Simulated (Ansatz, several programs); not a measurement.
CsSnI3 (cubic perovskite), relaxed with PBE in Ansatz (plane waves, PAW): it is cubic, Pm-3m (No. 221); a = 6.298 Å in the conventional setting, 49.96 Å³ an atom. Cs has 12 I at 4.45 Å; Sn has 6 I at 3.15 Å; I has 2 Sn at 3.15 Å and 4 Cs at 4.45 Å. The cell was then scaled with its shape and fractional coordinates held. These are computed values for a spin-unpolarised cell that may be hypothetical; none is a measurement.

```tsv
V (Å³/atom)	E (meV/atom)
46.966	10.65
49.964	0.00
51.463	1.69
52.962	7.09
```

(1) Pass a cubic E = c₀ + c₁u + c₂u² + c₃u³, with u = V − 50.339 Å³, through these points.

(2) Where is the minimum, and what bulk modulus follows?

(3) Predict the energy and the pressure at the withheld volume, 48.465 Å³.

Results:

(1) c₀ = 0.04, c₁ = +0.454, c₂ = 0.947, c₃ = -0.0359 (meV and Å³).

(2) dE/du = 0 at u = -0.237, so V₀ = 50.10 Å³. B = V₀ d²E/dV² = 50.10 × (2c₂ + 6c₃u) = 50.10 × 1.944 = 97 meV/Å³, and 1 meV/Å³ is 0.16022 GPa: 16 GPa. A third-order Birch-Murnaghan fit to all five points gives 50.10 Å³ and 15 GPa.

(3) With u = -1.874: E ≈ 2.75 meV and P = −dE/dV ≈ +0.56 GPa. The run gives 2.72 meV and, from its stress, +0.55 GPa.
